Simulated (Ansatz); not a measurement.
# BeCr3 (Pm-3m) in Ansatz: settings compared

The runs below take BeCr3 through relaxation of cell and atoms, with PBEsol, RPBE, revPBE.

Program: Ansatz 0.2.0. These are calculated values, not measurements. Logs are shortened: lines on timing, memory, paths and dates and some standing lists are left out, and cuts for length are marked.

### 1 The crystal as given

The structure is cubic, space group Pm-3m (No. 221). Conventional cell: a = 3.511 Å, b = 3.511 Å, c = 3.511 Å, α = 90.00°, β = 90.00°, γ = 90.00°. Cr (site symmetry 4/mmm) has 8 Cr at 2.48 Å and 4 Be at 2.48 Å as nearest neighbours. Be (site symmetry m-3m) has 12 Cr at 2.48 Å as nearest neighbours.

The cell comes from a database or a generator and needn't be the stable form of this composition.

### 2 Relaxation of cell and atoms, PBEsol, collinear spin, ferromagnetic start

input.yaml reads:

```yaml
crystal:
  lattice:
    - [3.511214, 0.0, 0.0]
    - [0.0, 3.511214, 0.0]
    - [0.0, 0.0, 3.511214]
  atoms:
    - { symbol: Cr, position: [0.5, 0.5, 0.0], spin: 3.0 }
    - { symbol: Cr, position: [0.5, 0.0, 0.5], spin: 3.0 }
    - { symbol: Cr, position: [0.0, 0.5, 0.5], spin: 3.0 }
    - { symbol: Be, position: [0.0, 0.0, 0.0] }
hamiltonian:
  xc: pbesol
  pseudopotentials: { kind: paw }
magnetization:
  spin_polarized: true
kpoints:
  mp_grid: { grid: [6, 6, 6] }
scf:
  occupations: { method: fermi_dirac, width: 0.05 }
output:
  forces: true
  stress: true
  eigenvalues: true
relax:
  f_tol: 0.01
  max_steps: 40
  cell: { stress_tol: 0.05 }
```

Potentials or basis: Ansatz PAW.

The run is started by

```console
ansatz run input.yaml --threads 2 --pin off --max-ram 5632MiB --backend cpu --events-out ev --progress --plain --runs-dir out
```

The program printed:

```text
Warning: RAYON_NUM_THREADS=2 ignored (pool sized by the plan → 2); use --threads N
Engine: ansatz 0.2.0, aarch64-unknown-linux-gnu
Pseudopotentials: kind: paw
Pseudopotential: Cr, paw, valence charge 14, recommended cutoff 420 eV (normal), Cr.paw.azcp
Pseudopotential: Be, paw, valence charge 2, recommended cutoff 420 eV (normal), Be.paw.azcp
Functional definition: PBEsol
  exchange = pbesol_x
  correlation = pbesol_c
Crystal: 4 atoms, lattice volume = 43.288 Å³
Basis set: ecut = 420 eV, 847 PW (Γ), exchange–correlation on 48×48×48 points (8 copies of the dense FFT grid, shifted against one another)
Bands: 32, of which v1, the nominal top of the filled ones, is band 22 counted from 1 (21 counted from 0)
Symmetry: 48 space group operations
Space group: Pm-3m (ITA 221), of the structure as read, at distance tolerance 3.5e-5 Å
Magnetic group: BNS 221.92 (UNI 1594), of the structure as read, at distance tolerance 3.5e-5 Å
k-points: 20 of 216
Non-local potential: Cr, projectors of the file, l = 0: 3, l = 1: 2, l = 2: 3, l = 3: 1
Non-local potential: Be, projectors of the file, l = 0: 2, l = 1: 2, l = 2: 1
PAW form: soft (Blöchl's): semilocal exchange-correlation on the pseudo side does not see the compensation charge
PAW frozen core: Cr, regenerated for the run's functional, and the local potential with it (the file was generated under x = pbe(κ = 0.804, μ = 0.2195149727645171), c = pbe(β = 0.06672455060314922))
PAW frozen core: Be, regenerated for the run's functional, and the local potential with it (the file was generated under x = pbe(κ = 0.804, μ = 0.2195149727645171), c = pbe(β = 0.06672455060314922))
PAW one-centre angular grid: Cr, 590 points (default); XC on 64 Gauss nodes
PAW one-centre angular grid: Be, 110 points (default); XC on 64 Gauss nodes
Initial density: superposition of atomic densities (chi_scale 0.1, normalization cell)
Starting moments: Σ|m| = 9 μB on 3 of 4 sites
Initial wavefunctions: pseudopotential atomic-orbital guess
Functional: x = pbesol(κ = 0.804, μ = 0.12345679012345678), c = pbesol(β = 0.046)
SCF iter   1: F=—  HF=-10140.301075 eV  |F-HF|=—  |Δ(HF+E_count)|=         —  Δρ=1.83e-1 (↑1.83e-1 ↓5.64e-2)  dr2=1.92e1  dr2_m=2.90e0  M=5.330 μB ∫|m|=5.473 μB  β_m=0.30  ethr=3.10e-3  ⟨swp⟩=5.3  Hψ=4689  notcnv=0
Mixer restart at iter 1: flushing history
preconditioner: auto → Kerker (q_TF=auto, 2.736 Å⁻¹)  [metal: Δε(μ)=0.006 eV  Ē_g=6.620 eV  σ=0.050 eV  W_gap=0.03  n_scr=18 (ndim 8)  ℏωp=25.2 eV  f_vac=0.000  D(μ)=3.68/eV (n_scr^D=32)]
spin=Collinear: Kerker preconditioning applied to the charge; magnetization (m = ρ↑ − ρ↓) channel mixes plain (no charge-response kernel on spin).
SCF iter   2: F=—  HF=-10136.288345 eV  |F-HF|=—  |Δ(HF+E_count)|=    4.01e0  Δρ=1.04e-1 (↑1.04e-1 ↓3.87e-2)  dr2=5.76e0  dr2_m=1.27e0  M=5.169 μB ∫|m|=5.326 μB  β_m=0.47  ethr=3.10e-3  ⟨swp⟩=2.4  Hψ=2724  notcnv=0  defer=29
SCF iter   3: F=—  HF=-10135.498580 eV  |F-HF|=—  |Δ(HF+E_count)|=   7.90e-1  Δρ=3.51e-2 (↑3.51e-2 ↓3.34e-2)  dr2=1.87e-1  dr2_m=3.98e-1  M=4.318 μB ∫|m|=4.508 μB  β_m=0.74  ethr=3.10e-3  ⟨swp⟩=3.1  Hψ=2752  notcnv=0  defer=32
SCF iter   4: F=—  HF=-10138.202469 eV  |F-HF|=—  |Δ(HF+E_count)|=         —  Δρ=1.03e-1 (↑1.03e-1 ↓9.46e-2)  dr2=6.74e-2  dr2_m=3.82e0  M=0.251 μB ∫|m|=0.403 μB  β_m=1.00  ethr=4.25e-4  ⟨swp⟩=2.7  Hψ=2753  notcnv=0  defer=33
Mixer restart at iter 4: flushing history
SCF iter   5: F=—  HF=-10137.401790 eV  |F-HF|=—  |Δ(HF+E_count)|=   8.01e-1  Δρ=1.60e-2 (↑2.62e-3 ↓1.60e-2)  dr2=8.94e-2  dr2_m=2.65e-2  M=0.076 μB ∫|m|=0.122 μB  β_m=0.74  ethr=1.14e-4  ⟨swp⟩=2.7  Hψ=2796  notcnv=0  defer=33
[... 86 lines left out ...]
  E_local      = -4154.880569  (includes V_loc(G=0)·N_el)
  E_nonlocal   = 247.764570
  E_hartree    = 1823.665147
  E_xc         = -438.185677
  E_vxc        = -557.176323  (∫ρ·V_xc dr)
  E_paw        = -3560.863815  (= ΣΔE_a)
  E_vpaw       = -721.884752  (= ΣTr[D̂ρ^β])
  E_aug_tail   = 0.001083  (compensation charges beyond the density's cutoff)
  E_ewald      = -5111.821524
  E_core_change = 0.489530  (= ΣΔE_core)
  E_smearing   = -0.026992  (= −TS)
  E_closure    = -0.000000  (closes the sum)
  Σ components = -10137.410314   (vs F -10137.410314, Δ=0.00e0)
--- Forces (eV/Å), atoms counted from 1 ---
  atom   1  Cr     0.00000000     0.00000000     0.00000000
  atom   2  Cr     0.00000000    -0.00000000     0.00000000
  atom   3  Cr    -0.00000000     0.00000000     0.00000000
  atom   4  Be    -0.00000000     0.00000000    -0.00000000
  max |Σ_I F_I| component: 7.91e-29 eV/Å
--- Stress (GPa, compression-positive) ---
       -0.015792      -0.000000       0.000000
        0.000000      -0.015792      -0.000000
        0.000000      -0.000000      -0.015792
  P = ⅓ Tr σ = -0.0158 GPa (-0.158 kbar)
--- Band table (eV; the first three rows and the last of 40) ---
  k-point 0 ↑: bands = ["-54.0110", "-53.7204", "-53.7204", "-25.7668", "-25.7668", "-25.7668", "-25.2253", "-25.2253", "-25.2253", "-24.9283", "-24.9283", "-24.9283", "8.8994", "12.1476", "14.2383", "14.2383", "14.3555", "14.3555", "14.3555", "18.0678", "18.0678", "18.0678", "19.2627", "19.2627", "19.2627", "19.3224", "19.3224", "20.1912", "20.6148", "20.6148", "20.6148", "28.2862"]
  k-point 1 ↑: bands = ["-53.9938", "-53.7375", "-53.7201", "-25.7349", "-25.7349", "-25.7175", "-25.2369", "-25.2369", "-25.2303", "-24.9911", "-24.9505", "-24.9505", "9.2661", "12.3979", "14.0143", "14.4676", "14.4748", "14.4748", "14.5541", "17.4349", "17.4349", "17.9016", "18.5188", "19.1681", "19.2623", "19.2623", "19.3263", "19.9310", "20.6154", "21.3119", "21.3119", "28.3456"]
  k-point 2 ↑: bands = ["-53.9496", "-53.7817", "-53.7195", "-25.6578", "-25.6578", "-25.5787", "-25.2744", "-25.2744", "-25.2405", "-25.1566", "-24.9937", "-24.9937", "10.2862", "12.8101", "13.4071", "14.7284", "14.7366", "14.7366", "15.3510", "16.8172", "16.8172", "17.5336", "17.6049", "18.3623", "18.6152", "18.6152", "19.0862", "19.4786", "20.6167", "23.0711", "23.0711", "27.9357"]
  k-point 19 ↓: bands = ["-53.8145", "-53.8145", "-53.8145", "-26.0762", "-25.6915", "-25.6915", "-25.6915", "-24.9573", "-24.9573", "-24.9458", "-24.9458", "-24.9458", "11.9309", "13.9024", "13.9024", "13.9024", "16.4312", "16.4312", "16.4312", "16.5772", "16.5772", "16.5772", "17.9240", "17.9240", "17.9240", "18.5400", "18.6794", "18.6794", "20.2310", "20.2310", "20.2310", "24.3916"]
--- Relaxed structure (4 steps of the walk, 4 accepted, 1 SCFs on fresh bases) ---
  F+E_penalty+E_count = -10137.41031402 eV   max|allowed force component| = 3.892e-29 eV/Å   (the final SCF, on the basis selected at the relaxed cell)
  cell:  # Å, volume = 41.7267 Å³
    - [3.468470980488119, 3.851859888774472e-34, -2.246918268451775e-34]
    - [2.5679065925163143e-34, 3.468470980488119, 0.0]
    - [-1.2839532962581574e-34, 0.0, 3.468470980488119]
  atoms:
    - { symbol: Cr, position: [0.5000000000000001, 0.5000000000000001, 4.999424407706144e-37] }
    - { symbol: Cr, position: [0.5000000000000001, -1.9640595887813095e-36, 0.5000000000000001] }
    - { symbol: Cr, position: [8.570441841490668e-37, 0.5000000000000001, 0.5000000000000001] }
    - { symbol: Be, position: [-1.4284069735970995e-36, -3.928119177219671e-37, 2.1426104604870593e-37] }
```

Run time: 8 s. Hardware: 2 threads of Arm Neoverse V2, shared host; peak memory 0.33 GiB.

What came out:

```yaml
Free_energy: -10137.4103 eV
Relaxed_volume: 10.43 Å³/atom
Relaxed_cell: a = 3.468 Å, b = 3.468 Å, c = 3.468 Å, α = 90.00°, β = 90.00°, γ = 90.00°
Space_group_after_relaxing_to_0.05_Å: Pm-3m (No. 221)
Energy_gained_by_relaxing: 10.1 meV/atom
Ionic_steps: 5
Pressure_after_relaxing: 0.0 GPa
Band_gap_on_the_k_mesh: none (metal or under the smearing width)
Net_moment: 0.00 μB per cell
Absolute_moment: 0.00 μB per cell
```

Step by step:
```tsv
step	energy change (eV)	largest force (eV/Å)	volume (Å³)
1	0.0000	0.0000	43.29
2	-0.0386	0.0000	42.07
3	-0.0408	0.0000	41.71
4	-0.0408	0.0000	41.73
5	-0.0402	0.0000	41.73
```

Final structure:
```cif
data_structure
_symmetry_space_group_name_H-M 'P 1'
_symmetry_Int_Tables_number 1
_cell_length_a 3.4685
_cell_length_b 3.4685
_cell_length_c 3.4685
_cell_angle_alpha 90.000
_cell_angle_beta 90.000
_cell_angle_gamma 90.000
_cell_volume 41.73
loop_
_atom_site_label
_atom_site_type_symbol
_atom_site_fract_x
_atom_site_fract_y
_atom_site_fract_z
_atom_site_occupancy
Cr1 Cr 0.50000 0.50000 0.00000 1
Cr2 Cr 0.50000 0.00000 0.50000 1
Cr3 Cr 0.00000 0.50000 0.50000 1
Be1 Be 0.00000 0.00000 0.00000 1
```

Caveat: the starting moments collapsed, and a magnetic state may lie lower; the plane-wave basis is chosen anew once the cell has moved, so the energies of steps on either side of that aren't comparable; the PAW data sets come from PBE, with cores solved anew for the run's functional, which leaves a small shift of forces and pressure; the starting moments weren't kept.

### 3 Relaxation of cell and atoms, RPBE, collinear spin, ferromagnetic start

input.yaml: that of step 2 with these lines changed.

```diff
@@ -11,3 +11,3 @@
 hamiltonian:
-  xc: pbesol
+  xc: rpbe
   pseudopotentials: { kind: paw }
```

Potentials or basis: Ansatz PAW.

The run is started by

```console
ansatz run input.yaml --threads 2 --pin off --max-ram 5632MiB --backend cpu --events-out ev --progress --plain --runs-dir out
```

Wall time 7.2 s (2 threads of Arm Neoverse V2, shared host); peak memory 0.34 GiB.

It converged, with:

```
Free energy                            : -10239.9028 eV
Relaxed volume                         : 11.03 Å³/atom
Relaxed cell                           : a = 3.533 Å, b = 3.533 Å, c = 3.533 Å, α = 90.00°, β = 90.00°, γ = 90.00°
Space group after relaxing (to 0.05 Å) : Pm-3m (No. 221)
Energy gained by relaxing              : 2.6 meV/atom
Ionic steps                            : 4
Pressure after relaxing                : 0.0 GPa
Band gap on the k mesh                 : none (metal or under the smearing width)
Net moment                             : 0.00 μB per cell
Absolute moment                        : 0.00 μB per cell
```

Step by step:
```
step  energy change (eV)  largest force (eV/Å)  volume (Å³)
   1              0.0000                0.0000        43.29
   2             -0.0094                0.0000        43.92
   3             -0.0099                0.0000        44.12
   4             -0.0104                0.0000        44.12
```

Final structure:
```
Cr Be
1.0
     3.53347    0.00000    0.00000
     0.00000    3.53347    0.00000
     0.00000    0.00000    3.53347
Cr Be
3 1
Cartesian
  1.7667 1.7667 0.0000
  1.7667 0.0000 1.7667
  0.0000 1.7667 1.7667
  0.0000 0.0000 0.0000
```

Levels at points of the mesh, in eV from the Fermi level:
Spin up:
| k point | band 19 | band 20 | band 21 | band 22 | band 23 | band 24 | band 25 | band 26 |
| --- | --- | --- | --- | --- | --- | --- | --- | --- |
| (0.00, 0.00, 0.00) | -2.87 | 0.60 | 0.60 | 0.60 | 1.71 | 1.71 | 1.71 | 1.78 |
| (0.00, 0.00, -0.50) | -1.40 | -0.78 | -0.78 | -0.15 | -0.07 | 0.40 | 0.70 | 0.70 |
| (0.00, -0.50, -0.50) | -1.66 | -1.66 | -0.62 | -0.62 | 0.34 | 0.34 | 0.37 | 1.12 |
| (-0.50, -0.50, -0.50) | -1.02 | -0.80 | -0.80 | -0.80 | 0.51 | 0.51 | 0.51 | 0.90 |
Spin down:
| k point | band 19 | band 20 | band 21 | band 22 | band 23 | band 24 | band 25 | band 26 |
| --- | --- | --- | --- | --- | --- | --- | --- | --- |
| (0.00, 0.00, 0.00) | -2.87 | 0.60 | 0.60 | 0.60 | 1.71 | 1.71 | 1.71 | 1.78 |
| (0.00, 0.00, -0.50) | -1.40 | -0.78 | -0.78 | -0.15 | -0.07 | 0.40 | 0.70 | 0.70 |
| (0.00, -0.50, -0.50) | -1.66 | -1.66 | -0.62 | -0.62 | 0.34 | 0.34 | 0.37 | 1.12 |
| (-0.50, -0.50, -0.50) | -1.02 | -0.80 | -0.80 | -0.80 | 0.51 | 0.51 | 0.51 | 0.90 |

Caveat: the starting moments collapsed, and a magnetic state may lie lower; the plane-wave basis is chosen anew once the cell has moved, so the energies of steps on either side of that aren't comparable; the PAW data sets come from PBE, with cores solved anew for the run's functional, which leaves a small shift of forces and pressure; the starting moments weren't kept.

### 4 Relaxation of cell and atoms, revPBE, collinear spin, ferromagnetic start

input.yaml: that of step 3 with these lines changed.

```diff
@@ -11,3 +11,3 @@
 hamiltonian:
-  xc: rpbe
+  xc: revpbe
   pseudopotentials: { kind: paw }
```

The run is started by

```console
ansatz run input.yaml --threads 2 --pin off --max-ram 5632MiB --backend cpu --events-out ev --progress --plain --runs-dir out
```

It took 6.8 s on 2 threads of Arm Neoverse V2, shared host; peak memory 0.33 GiB.

Results (log left out):

* Free energy: -10235.7920 eV
* Relaxed volume: 10.97 Å³/atom
* Relaxed cell: a = 3.527 Å, b = 3.527 Å, c = 3.527 Å, α = 90.00°, β = 90.00°, γ = 90.00°
* Space group after relaxing (to 0.05 Å): Pm-3m (No. 221)
* Energy gained by relaxing: 1.3 meV/atom
* Ionic steps: 4
* Pressure after relaxing: 0.0 GPa
* Band gap on the k mesh: none (metal or under the smearing width)
* Net moment: 0.00 μB per cell
* Absolute moment: 0.00 μB per cell

Step by step:
```csv
step,energy change (eV),largest force (eV/Å),volume (Å³)
1,0.0000,0.0000,43.29
2,-0.0045,0.0000,43.73
3,-0.0047,0.0000,43.86
4,-0.0050,0.0000,43.86
```

Final structure:
```
Cr Be
1.0
     3.52671    0.00000    0.00000
     0.00000    3.52671    0.00000
     0.00000    0.00000    3.52671
Cr Be
3 1
Cartesian
  1.7634 1.7634 0.0000
  1.7634 0.0000 1.7634
  0.0000 1.7634 1.7634
  0.0000 0.0000 0.0000
```

Levels at points of the mesh, in eV from the Fermi level:
Spin up:
```tsv
k point	band 19	band 20	band 21	band 22	band 23	band 24	band 25	band 26
(0.00, 0.00, 0.00)	-2.89	0.60	0.60	0.60	1.73	1.73	1.73	1.79
(0.00, 0.00, -0.50)	-1.41	-0.78	-0.78	-0.15	-0.08	0.40	0.71	0.71
(0.00, -0.50, -0.50)	-1.68	-1.68	-0.62	-0.62	0.34	0.34	0.37	1.14
(-0.50, -0.50, -0.50)	-1.01	-0.81	-0.81	-0.81	0.51	0.51	0.51	0.92
```
Spin down:
```tsv
k point	band 20	band 21	band 22	band 23	band 24	band 25
(0.00, 0.00, 0.00)	0.60	0.60	0.60	1.73	1.73	1.73
(0.00, 0.00, -0.50)	-0.78	-0.78	-0.15	-0.08	0.40	0.71
(0.00, -0.50, -0.50)	-1.68	-0.62	-0.62	0.34	0.34	0.37
(-0.50, -0.50, -0.50)	-0.81	-0.81	-0.81	0.51	0.51	0.51
```

Caveat: the starting moments collapsed, and a magnetic state may lie lower; the plane-wave basis is chosen anew once the cell has moved, so the energies of steps on either side of that aren't comparable; the PAW data sets come from PBE, with cores solved anew for the run's functional, which leaves a small shift of forces and pressure; the starting moments weren't kept.
